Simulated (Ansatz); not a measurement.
**C₂H₅BSn: a ladder of functionals and wavefunction methods**

One table from this session's results is given with a row withheld; the runs are named, their logs left out.

The runs use Ansatz 0.2.0, Gaussian basis; functionals in def2-TZVPP, the program's frozen cores in correlated methods.

The runs, in order: LDA (SPW92), PBE-D4, revPBE-D4, BLYP-D4, r2SCAN-D4, B97M-V, PBE0-D4, B3LYP-D4, r2SCANh-D4, r2SCAN0-D4, HSE06-D4, BHLYP-D4, CAM-B3LYP-D4, LC-ωPBE, ωB97X-V, ωB97M-V, B2PLYP, PBE-QIDH; CCSD(T)/def2-SVP; CCSD(T)/def2-TZVPP; MP2/def2-QZVPP; extrapolation to the limit; RPA on PBE.

1 further run of the same task is left out (for a known fault of the program).

## The relaxed structure

The geometry comes from an earlier relaxation with PBE0-D4 in a triple-zeta def2 set; it is a stationary point, not always the lowest conformer. Sn takes the def2 core potential; no spin-orbit term is included.

SMILES `[BH2][SnH2][C]#C`, 9 atoms, charge 0, spin multiplicity 1.

Atoms are counted from 1 here; the program's logs count them from 0.

Bond lengths: B1–Sn2 2.242 Å, B1–H5 1.194 Å, B1–H6 1.192 Å, Sn2–C3 2.089 Å, Sn2–H7 1.708 Å, Sn2–H8 1.708 Å, C3–C4 1.207 Å, C4–H9 1.066 Å. Angles: Sn2–B1–H5 119.8°, Sn2–B1–H6 121.1°, H5–B1–H6 119.2°, B1–Sn2–C3 111.2°, B1–Sn2–H7 112.4°, B1–Sn2–H8 112.3°, C3–Sn2–H7 106.4°, C3–Sn2–H8 106.4°, H7–Sn2–H8 107.9°, Sn2–C3–C4 178.4°, C3–C4–H9 179.7°.

Set-up of the first run:

in.yaml reads:

```yaml
crystal:
  periodic: [false, false, false]
  atoms:
    - {symbol: B, position_ang: [-1.138473, 1.396521, -0.993425]}
    - {symbol: Sn, position_ang: [0.085490, -0.470209, -0.784417]}
    - {symbol: C, position_ang: [0.771918, -0.707287, 1.174792]}
    - {symbol: C, position_ang: [1.152851, -0.815234, 2.315058]}
    - {symbol: H, position_ang: [-1.606263, 1.682784, -2.053607]}
    - {symbol: H, position_ang: [-1.332140, 2.112803, -0.060184]}
    - {symbol: H, position_ang: [1.472269, -0.452726, -1.781465]}
    - {symbol: H, position_ang: [-0.808960, -1.877527, -1.154656]}
    - {symbol: H, position_ang: [1.491910, -0.915426, 3.320805]}
basis:
  gaussian: {orbitals: def2-TZVPP}
hamiltonian: {xc: lda}
output: {orbitals: {seedname: orbitals}}
```

Run with:

```bash
$ ansatz run in.yaml --threads 2 --pin off --events-out ev --progress --plain --max-ram 4352MiB
```

Steps of the session up to this table: LDA; PBE-D4 (GGA); revPBE-D4 (GGA); BLYP-D4 (GGA); r2SCAN-D4 (meta-GGA); B97M-V (meta-GGA); B3LYP-D4 (hybrid); r2SCANh-D4 (hybrid); r2SCAN0-D4 (hybrid); HSE06-D4 (hybrid); BHLYP-D4 (hybrid); CAM-B3LYP-D4 (range-separated); LC-ωPBE (range-separated); ωB97X-V (range-separated); ωB97M-V (range-separated); B2PLYP (double hybrid); PBE-QIDH (double hybrid).

One table of the session follows, with a row left open; its other results are not shown here.

It belongs to the step «Frontier levels by functional». 

```
  functional  HOMO (eV)  LUMO (eV)  gap (eV)
 LDA (SPW92)      -6.71      -3.99      2.72
      PBE-D4      -6.56      -3.72      2.84
   revPBE-D4      -6.50      -3.61      2.90
     BLYP-D4      -6.39      -3.55      2.84
   r2SCAN-D4      -6.78      -3.36      3.41
      B97M-V      -6.80      -3.48      3.32
     PBE0-D4      -7.70      -2.71      4.99
    B3LYP-D4          ?          ?         ?
  r2SCANh-D4      -7.20      -3.02      4.19
  r2SCAN0-D4      -7.85      -2.51      5.33
    HSE06-D4      -7.30      -3.09      4.21
    BHLYP-D4      -8.70      -1.65      7.05
CAM-B3LYP-D4      -9.01      -1.59      7.42
     LC-ωPBE     -10.39      -0.38     10.01
     ωB97X-V     -10.00      -0.50      9.51
     ωB97M-V      -9.86      -0.76      9.10
```

Q: Estimate the row for B3LYP-D4 from the others.

Worked estimate for «HOMO (eV)». Against the share of exact exchange, BLYP-D4 (0, -6.39), BHLYP-D4 (0.5, -8.70) give a slope of -4.62 per unit share; at 0.2 the line stands at -7.31.

The run gave: HOMO (eV): -7.47; LUMO (eV): -2.92; gap (eV): 4.55. In «HOMO (eV)» the line misses by +0.16.
